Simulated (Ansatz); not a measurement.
# AlFH4O2Si: the cost of one run

All numbers below are computed with Ansatz 0.2.0 (RKS CAM-B3LYP/STO-3G).

### Step 1. The system as given

Bond lengths: Al1–O2 1.780 Å, O2–Si3 1.680 Å, Si3–H4 1.460 Å, Si3–H5 1.460 Å, Si3–H6 1.460 Å, Al1–F7 1.690 Å, Al1–O8 1.780 Å, O8–H9 1.010 Å. Angles: Al1–O2–Si3 125.0°, O2–Al1–F7 120.0°, O2–Al1–O8 120.0°, F7–Al1–O8 120.0°, O2–Si3–H4 109.5°, O2–Si3–H5 109.5°, O2–Si3–H6 109.5°, H4–Si3–H5 109.4°, H4–Si3–H6 109.4°, H5–Si3–H6 109.4°, Al1–O8–H9 109.5°.

Coordinates:

```xyz
9

Al    0.0000    0.0000    0.0000
O     0.0000    0.0000    1.7800
Si   -1.3147   -0.4067    2.7436
H    -2.2390   -1.2403    1.9804
H    -0.8506   -1.1432    3.9157
H    -1.9987    0.8095    3.1733
F     1.4635    0.0000   -0.8450
O    -1.5415    0.0000   -0.8900
H    -2.0512   -0.8467   -0.6815
```

### Step 2. Preparing the start

Input file input.yaml:

```yaml
crystal:
  periodic: [false, false, false]
  atoms:
    - { symbol: Al, position_ang: [0.0, 0.0, 0.0] }
    - { symbol: O, position_ang: [0.0, 0.0, 1.78] }
    - { symbol: Si, position_ang: [-1.3147, -0.4067, 2.7436] }
    - { symbol: H, position_ang: [-2.239, -1.2403, 1.9804] }
    - { symbol: H, position_ang: [-0.8506, -1.1432, 3.9157] }
    - { symbol: H, position_ang: [-1.9987, 0.8095, 3.1733] }
    - { symbol: F, position_ang: [1.4635, 0.0, -0.845] }
    - { symbol: O, position_ang: [-1.5415, 0.0, -0.89] }
    - { symbol: H, position_ang: [-2.0512, -0.8467, -0.6815] }
basis:
  gaussian: { orbitals: STO-3G }
hamiltonian:
  xc: cam_b3lyp
relax:
  f_tol: 0.02
  max_steps: 40
```

Run with:

```bash
$ ansatz run input.yaml --threads 1 --pin off --max-ram 2048MiB --backend cpu --events-out ev --progress --plain --runs-dir out
```

Q: Estimate wall time and peak memory on 1 thread of AMD EPYC 9B45 (Zen 5), shared host.

About 18 s, with a peak of 0.16 GiB.
